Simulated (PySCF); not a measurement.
# C4H9NSSi: electronic excitations

Wanted: the electronic excitations of C4H9NSSi (`CN(C)C([SiH3])=C=S`), by calculation.

Programs: PySCF 2.14.0, with density-fitted response routines of our own. Each step states its level of theory. These are calculated values for one molecule in the gas phase, unless marked as measured. Atoms are numbered from 0 throughout.

## (1) The starting structure

16 atoms, charge 0, multiplicity 1; geometry from: GFN2-xTB.

Bonds of the start (Å): C0–N1 1.45, N1–C2 1.45, N1–C3 1.41, C3–Si4 1.90, C3–C5 1.30, C5–S6 1.57, C0–H7 1.09, C0–H8 1.09, C0–H9 1.10, C2–H10 1.09, C2–H11 1.10, C2–H12 1.09, Si4–H13 1.46, Si4–H14 1.47, Si4–H15 1.46.

## (2) Excited states and response: PBE0/def2-SVPD

What the job is given:

```
{"job": {"kind": "uv", "xc": "PBE0", "basis": "def2-SVPD", "nstates": 8, "ntriplets": 3}, "charge": 0, "multiplicity": 1}
C     -0.236446    -1.494780    -0.700329
N     -0.584293    -0.415074     0.195992
C     -1.964505    -0.000600     0.067491
C      0.325681     0.654694     0.254618
Si     2.179995     0.301560     0.492681
C      0.012986     1.917575     0.273211
S     -0.190835     3.468388     0.402562
H      0.774442    -1.838177    -0.488405
H     -0.926985    -2.320961    -0.527668
H     -0.296583    -1.204878    -1.759322
H     -2.192324     0.721218     0.851058
H     -2.179727     0.464487    -0.905060
H     -2.608177    -0.871200     0.191099
H      2.829000     1.519400     0.962784
H      2.761771    -0.109468    -0.791283
H      2.288401    -0.783239     1.469161
```

Level: TDDFT PBE0/def2-SVPD, vertical, gas phase, core orbitals frozen in the response.

Started as:

```bash
OMP_NUM_THREADS=1 python probes_run.py task.json out
```

The driver reads the jobs from task.json and runs them one after another.

The program printed:

```text
coarse grid: 14240 points
cycle   1  E = -899.2202103661  dE =  7.399e-01  |g| = 2.591e-01  |ddm| = 5.841e+00
cycle   2  E = -899.2238815136  dE = -3.671e-03  |g| = 2.489e-01  |ddm| = 1.022e+00
cycle   3  E = -899.2383501233  dE = -1.447e-02  |g| = 8.605e-02  |ddm| = 4.514e-01
cycle   4  E = -899.2399619179  dE = -1.612e-03  |g| = 3.734e-02  |ddm| = 1.837e-01
cycle   5  E = -899.2403185077  dE = -3.566e-04  |g| = 7.521e-03  |ddm| = 6.308e-02
cycle   6  E = -899.2403282303  dE = -9.723e-06  |g| = 5.021e-03  |ddm| = 2.224e-02
cycle   7  E = -899.2403358779  dE = -7.648e-06  |g| = 9.203e-04  |ddm| = 9.039e-03
final grid: 127848 points
cycle   8  E = -899.3387758001  dE = -2.334e-05  |g| = 8.945e-03  |ddm| = 1.608e-01
cycle   9  E = -899.3387154480  dE =  6.035e-05  |g| = 1.651e-02  |ddm| = 3.935e-02
cycle  10  E = -899.3387962737  dE = -8.083e-05  |g| = 2.736e-03  |ddm| = 2.722e-02
cycle  11  E = -899.3387983741  dE = -2.100e-06  |g| = 2.127e-04  |ddm| = 3.871e-03
cycle  12  E = -899.3387983852  dE = -1.103e-08  |g| = 1.043e-04  |ddm| = 5.930e-04
cycle  13  E = -899.3387983874  dE = -2.247e-09  |g| = 3.105e-05  |ddm| = 1.917e-04
cycle  14  E = -899.3387983877  dE = -3.240e-10  |g| = 5.963e-06  |ddm| = 8.015e-05
converged SCF energy = -899.3387983877

Static polarisability (au): isotropic 111.741, principal 79.708 104.042 151.473

Singlet excitations
state   eV       nm        f      main configurations
  1   1.7266    718.1   0.00058   H->L 0.99
  2   4.2201    293.8   0.00280   H-1->L 0.97
  3   4.7608    260.4   0.03295   H->L+1 0.70, H->L+2 0.20
  4   4.8548    255.4   0.03236   H->L+2 0.72, H-2->L 0.16, H->L+1 0.10
  5   5.3784    230.5   0.00023   H->L+3 0.90
  6   5.5925    221.7   0.01563   H->L+4 0.72, H->L+5 0.10
  7   5.7014    217.5   0.01192   H->L+5 0.82, H->L+4 0.13
  8   5.7570    215.4   0.20549   H-2->L 0.29, H->L+6 0.27, H->L+7 0.13

Triplet excitations (Tamm-Dancoff, eV): 1.3507 3.6405 3.6631
```

Run time: 59 s. Hardware: 1 thread of Intel Xeon at 2.70GHz, shared host; peak memory 0.91 GiB.

The orbitals next to the gap, with their largest atomic shares:

```csv
orbital,eV,atoms
HOMO−3,-9.74,"Si4 23 %, C5 19 %, H14 17 %"
HOMO−2,-8.55,"S6 46 %, C5 24 %, C3 9 %"
HOMO−1,-7.87,"N1 31 %, S6 23 %, C3 11 %"
HOMO,-5.52,"S6 31 %, N1 24 %, C5 17 %"
LUMO,-2.20,"S6 38 %, C5 36 %, C3 9 %"
LUMO+1,0.21,"C5 20 %, S6 20 %, C3 15 %"
LUMO+2,0.38,"Si4 26 %, S6 18 %, C5 10 %"
```

With each of the 8 states as a Gaussian band of 0.4 eV half-width at 1/e, the curve within the window shown has maxima at 257 nm (ε 2,700), 216 nm (ε 9,400) L/(mol cm). Beyond the last state computed it falls off for lack of states. The curve at chosen wavelengths:

```json
{"nm": "205", "ε (L/mol/cm)": "5125"}
{"nm": "241", "ε (L/mol/cm)": "2378"}
{"nm": "277", "ε (L/mol/cm)": "1439"}
{"nm": "312", "ε (L/mol/cm)": "118"}
{"nm": "348", "ε (L/mol/cm)": "8"}
{"nm": "384", "ε (L/mol/cm)": "0"}
{"nm": "420", "ε (L/mol/cm)": "0"}
{"nm": "456", "ε (L/mol/cm)": "0"}
{"nm": "491", "ε (L/mol/cm)": "0"}
{"nm": "527", "ε (L/mol/cm)": "2"}
{"nm": "563", "ε (L/mol/cm)": "6"}
{"nm": "599", "ε (L/mol/cm)": "11"}
{"nm": "635", "ε (L/mol/cm)": "17"}
{"nm": "670", "ε (L/mol/cm)": "21"}
{"nm": "706", "ε (L/mol/cm)": "23"}
{"nm": "742", "ε (L/mol/cm)": "23"}
{"nm": "778", "ε (L/mol/cm)": "21"}
{"nm": "814", "ε (L/mol/cm)": "18"}
{"nm": "849", "ε (L/mol/cm)": "15"}
{"nm": "885", "ε (L/mol/cm)": "12"}
{"nm": "921", "ε (L/mol/cm)": "10"}
{"nm": "957", "ε (L/mol/cm)": "7"}
{"nm": "993", "ε (L/mol/cm)": "6"}
{"nm": "1028", "ε (L/mol/cm)": "4"}
{"nm": "1064", "ε (L/mol/cm)": "3"}
{"nm": "1100", "ε (L/mol/cm)": "2"}
```

Ground-state properties from the same run:

```csv
property,computed
dipole moment (D),2.37
polarisability (Å³),16.56
HOMO–LUMO gap (eV),3.33
−ε(HOMO) (eV),5.52
```

## (3) Summary of results

| quantity | value |
| --- | --- |
| lowest singlet (PBE0/def2-SVPD) | 1.73 eV (718 nm), f = 0.001 |
| brightest single state of those computed | state 8, 5.76 eV, f = 0.205 |
| lowest triplet | 1.35 eV |

What this shows: The lowest singlet, at 1.73 eV, is HOMO→LUMO 0.99 and is dark; of the 8 states computed, the strongest absorption comes from state 8 at 5.76 eV (the last computed, so partners may be missing). The lowest triplet lies 0.38 eV below the lowest singlet (triplets in Tamm-Dancoff, singlets in full TDDFT). States above −ε(HOMO) lie where TDDFT describes them poorly and they hang on the basis; the brightest is among them.
